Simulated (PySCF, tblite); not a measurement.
**C₄H₃FN₂OS: geometry, infrared bands and NMR shifts**

Aim: predict the infrared bands and NMR shifts of C₄H₃FN₂OS (`CC(=O)c1nnsc1F`).

The runs use tblite 0.8.0 and PySCF 2.14.0, with density-fitted response routines of our own; the level of theory stands in each step. All values are computed, except where a source is named. Atoms are numbered from 0 throughout.

### Step 1. The starting structure

12 atoms, charge 0, multiplicity 1; geometry from: force field or distance geometry start.

Bonds of the start (Å): C0–C1 1.50, C1–O2 1.23, C1–C3 1.46, C3–N4 1.40, N4–N5 1.33, N5–S6 1.68, S6–C7 1.70, C7–F8 1.33, C7–C3 1.38, C0–H9 1.09, C0–H10 1.10, C0–H11 1.10.

### Step 2. Relaxing the molecule with GFN2-xTB

Job settings and geometry (Å):

```
{"job": {"kind": "relax", "xc": "GFN2-xTB", "basis": "xTB"}, "charge": 0, "multiplicity": 1}
C     -1.759000    -0.269300     0.743100
C     -0.611200     0.638700     0.392900
O     -0.641200     1.831200     0.672100
C      0.543700     0.031000    -0.252200
N      0.567300    -1.345000    -0.527300
N      1.694000    -1.707200    -1.123900
S      2.757400    -0.420300    -1.341000
C      1.695200     0.694100    -0.621300
F      1.939100     1.994500    -0.467300
H     -1.448200    -1.046800     1.443700
H     -2.560800     0.318200     1.220400
H     -2.175200    -0.719600    -0.165300
```

Command:

```console
OMP_NUM_THREADS=1 python probes_run.py task.json out
```

This one command runs all jobs of the session in turn.

**Question.** This job is followed by: GFN2-xTB harmonic vibrations, gas phase; GIAO PBE0/pcSseg-1 NMR shielding, non-relativistic, gas phase. Predict these results of the whole session: strongest single infrared mode (GFN2-xTB); zero-point energy (GFN2-xTB); 13C shifts against TMS (PBE0/pcSseg-1); 1H shifts against TMS (PBE0/pcSseg-1, means over atoms taken as alike); 17O shifts against H2O (PBE0/pcSseg-1); 15N shifts against NH3 (PBE0/pcSseg-1); 33S shifts against CS2 (PBE0/pcSseg-1); 19F shifts against CFCl3 (PBE0/pcSseg-1); surface potential, 1st and 99th percentile.

The runs gave:

```
                                                              quantity                          value
                             strongest single infrared mode (GFN2-xTB)          1758 cm⁻¹, 340 km/mol
                                          zero-point energy (GFN2-xTB)                  44.1 kcal/mol
                                13C shifts against TMS (PBE0/pcSseg-1)  199.1, 194.6, 144.4, 34.1 ppm
1H shifts against TMS (PBE0/pcSseg-1, means over atoms taken as alike)                       3.07 ppm
                                17O shifts against H2O (PBE0/pcSseg-1)                      655.3 ppm
                                15N shifts against NH3 (PBE0/pcSseg-1)               485.9, 429.6 ppm
                                33S shifts against CS2 (PBE0/pcSseg-1)                        494 ppm
                              19F shifts against CFCl3 (PBE0/pcSseg-1)                     -121.9 ppm
                                 surface potential, 1st and 99th percentile             -1.48 V and 1.52 V
```

**Reading.** The optimisation took 25 steps and gained 0.347 eV; among the close pairs (by a distance rule), N4–N5 changed most, from 1.325 to 1.247 Å. All 30 modes are real, so the xTB geometry is a minimum. The strongest single mode, at 1758 cm⁻¹, moves mainly C1 and O2. GFN2-xTB is a fitted tight-binding method: band positions and strengths are rough. Its intensities can rank the bands wrongly. At PBE0/pcSseg-1: Shielding is most anisotropic at O2 (span 1289 ppm, paramagnetic term -718 ppm). NICS(1)zz of -24 ppm above the planar ring from C3 marks a diatropic (aromatic) ring current. By nearest atom (PBE0/pcSseg-1), the HOMO sits on O2 67 %; C0, C3 about 9 % each and the LUMO on C7 31 %; S6 21 %.
